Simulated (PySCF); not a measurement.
# H4W (W(H)4): the cost of one run

Method: several levels, as the steps say, no spin–orbit coupling; program: PySCF 2.14.0.

5 further runs of the same task are left out: 2 for a known fault of the program, 1 that didn't finish, 2 set aside as unsound or not needed.

## Step 1: Starting geometry

5 atoms, charge 0, spin multiplicity 3.

Bond lengths: W1–H2 1.838 Å, W1–H3 1.838 Å, W1–H4 1.838 Å, W1–H5 1.838 Å. Angles: H2–W1–H3 28.2°, H2–W1–H4 180.0°, H2–W1–H5 151.8°, H3–W1–H4 151.8°, H3–W1–H5 180.0°, H4–W1–H5 28.2°.

As a file:

```xyz
5

W     0.1280   -0.1280    0.0000
H     1.7047    0.8158    0.0000
H     1.0716    1.4495    0.0000
H    -1.4493   -1.0718    0.0000
H    -0.8155   -1.7049    0.0000
```

Formal oxidation states: W +4. An earlier session relaxed this geometry at r2SCAN, W def2-SVP with ECP60, H def2-SVP (triplet, point group D2h).

At r2SCAN on the finer grid: E = -69.303514 Eh, HOMO -4.37 eV, LUMO -2.49 eV (over both spins), ⟨S²⟩ = 2.847, Mulliken charge on W1 -0.07 e, largest force component 0.007 eV/Å. The state is spin-contaminated.

Levels to run: wB97X; PBE; revPBE; CAM-B3LYP; r2SCAN, TZVP; r2SCAN, x2c-SVP. Hardware: 2 threads of AMD EPYC 7R43 (Zen 3), shared host.

## Step 2: wB97X

Input file run.py (the lines that set the calculation):

```python
mol = gto.M(atom='''
W      0.12804    -0.12802     0.00000
H      1.70475     0.81579     0.00000
H      1.07162     1.44951     0.00000
H     -1.44934    -1.07184     0.00000
H     -0.81553    -1.70488     0.00000''',
    basis={'W': 'def2-SVP', 'H': 'def2-SVP'},
    ecp={'W': 'def2-SVP'},
    charge=0, spin=2)
mf = dft.UKS(mol, xc='WB97X')
mf.grids.atom_grid = (75, 302)
mf = mf.density_fit()  # fitting sets: W def2-universal-JKFIT, H def2-universal-JKFIT
mf.conv_tol = 1e-08; mf.max_cycle = 55
mf.kernel(dm0)  # dm0: the density of the relaxed state
```

Launch:

```bash
OMP_NUM_THREADS=2 python run.py
```

**Question.** How long does this run take on 2 threads of AMD EPYC 7R43 (Zen 3), shared host?

About 3 s.
